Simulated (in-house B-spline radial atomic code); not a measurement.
# Gd⁹⁺: excited configurations

How much energy does it take to promote electrons of Gd⁹⁺ to other shells? Each configuration is solved by itself and compared with the reference.

Method: Dirac-Hartree-Fock, average of configuration, Fermi nucleus, basis-set limit. Code: in-house B-spline radial atomic code version 1.

## Step 1: Starting point

- element: gadolinium (Z = 64)
- charge: +9
- electrons: 55
- configuration: [Kr] 4d10 4f5 5s2 5p2
- Hamiltonian: Dirac-Coulomb
- nucleus: Fermi, rms radius 5.157 fm

Outer shells as boxes (Hund's rule):

[Kr] 4d10 4f5 5s2 5p2
```
[Kr] core
4d [↑↓][↑↓][↑↓][↑↓][↑↓]
4f [↑ ][↑ ][↑ ][↑ ][↑ ][  ][  ]
5s [↑↓]
5p [↑ ][↑ ][  ]
```

The boxes draw the filling by Hund's rule, which heavy ions in jj coupling don't follow; these runs average over all states of the configuration.

Input settings:

```ini
Z = 64
electrons = 55.0
configuration = [Kr] 4d10 4f5 5s2 5p2
hamiltonian = dirac
method = hf
spin_polarised = False
nucleus = fermi
rms_radius = 5.1569
mass_number = 158
atomic_mass = 157.9241112
speed_of_light = 137.035999084
```

From the earlier run of the reference: total energy -11252.481305 hartree. Levels, eight at most:

```
orbital  occupation  energy (eV)  <r> (bohr)
  4p3/2           4      -447.68      0.5887
  4d3/2           4      -317.68      0.6189
  4d5/2           6      -311.52      0.6284
  5s1/2           2      -182.49       1.212
  4f5/2     2.14286      -163.55      0.7137
  4f7/2     2.85714      -162.70      0.7189
  5p1/2    0.666667      -159.40       1.290
  5p3/2     1.33333      -152.83       1.341
```

## Step 2: Configuration [Kr] 4d10 4f4 5s2 5p2 7s1

Input settings:

```ini
Z = 64
electrons = 55.0
configuration = [Kr] 4d10 4f4 5s2 5p2 7s1
hamiltonian = dirac
method = hf
spin_polarised = False
nucleus = fermi
rms_radius = 5.1569
mass_number = 158
atomic_mass = 157.9241112
speed_of_light = 137.035999084
```

## Step 3: Configuration [Kr] 4d10 4f4 5s2 5p2 7p1

Changes to the settings of step 2:

```diff
@@ -2,3 +2,3 @@
 electrons = 55.0
-configuration = [Kr] 4d10 4f4 5s2 5p2 7s1
+configuration = [Kr] 4d10 4f4 5s2 5p2 7p1
 hamiltonian = dirac
```

## Step 4: Configuration [Kr] 4d9 4f5 5s2 5p2 5d1

Changes to the settings of step 3:

```diff
@@ -2,3 +2,3 @@
 electrons = 55.0
-configuration = [Kr] 4d10 4f4 5s2 5p2 7p1
+configuration = [Kr] 4d9 4f5 5s2 5p2 5d1
 hamiltonian = dirac
```

## Step 5: Configuration [Kr] 4d10 4f5 5s2 5p1 9p1

Changes to the settings of step 4:

```diff
@@ -2,3 +2,3 @@
 electrons = 55.0
-configuration = [Kr] 4d9 4f5 5s2 5p2 5d1
+configuration = [Kr] 4d10 4f5 5s2 5p1 9p1
 hamiltonian = dirac
```

## Step 6: Run with [Kr] 4d10 4f5 5s2 5p1 8s1

Changes to the settings of step 5:

```diff
@@ -2,3 +2,3 @@
 electrons = 55.0
-configuration = [Kr] 4d10 4f5 5s2 5p1 9p1
+configuration = [Kr] 4d10 4f5 5s2 5p1 8s1
 hamiltonian = dirac
```

## Step 7: Run with [Kr] 4d10 4f5 5s2 5p1 5g1

Changes to the settings of step 6:

```diff
@@ -2,3 +2,3 @@
 electrons = 55.0
-configuration = [Kr] 4d10 4f5 5s2 5p1 8s1
+configuration = [Kr] 4d10 4f5 5s2 5p1 5g1
 hamiltonian = dirac
```

Q: How far above the reference does each configuration lie (order and size, in eV)?

The runs gave:

| net move | configuration | energy above the reference (eV) | with Breit, QED, recoil (eV) | largest <r> (bohr) |
| --- | --- | --- | --- | --- |
| 5p → 5g | [Kr] 4d10 4f5 5s2 5p1 5g1 | 99.166 | 99.043 | 2.62 |
| 4f → 7s | [Kr] 4d10 4f4 5s2 5p2 7s1 | 101.49 | 101.66 | 3.54 |
| 4f → 7p | [Kr] 4d10 4f4 5s2 5p2 7p1 | 107.04 | 107.20 | 3.85 |
| 5p → 8s | [Kr] 4d10 4f5 5s2 5p1 8s1 | 114.96 | 114.86 | 5.18 |
| 5p → 9p | [Kr] 4d10 4f5 5s2 5p1 9p1 | 127.74 | 127.62 | 7.55 |
| 4d → 5d | [Kr] 4d9 4f5 5s2 5p2 5d1 | 192.67 | 192.58 | 1.54 |

Quantum defects of the promoted electron, δ = n − ζ/√(−2ε) with ζ = 10 and ε its orbital energy in hartree:

| promotion | δ |
| --- | --- |
| 4f → 7s | 2.175 |
| 4f → 7p | 1.928 |
| 5p → 8s | 2.146 |
| 5p → 9p | 1.921 |

What this shows: At the bottom stands 5p → 5g (99.166 eV), at the top 4d → 5d (192.67 eV). Koopmans' estimate of the ionisation threshold is 152.83 eV; 1 configuration exceeds it by over 2 % and could autoionise. Of those tabulated, the defect is largest for 7s (2.18) and least for 9p (1.92): low angular momentum penetrates the core, high angular momentum stays outside it. Two partly filled shells share a symmetry and can mix in the average, which may lower the energy, for: 4f → 7p; 5p → 9p; 4d → 5d. These are averages over configurations, without correlation, not spectroscopic levels.
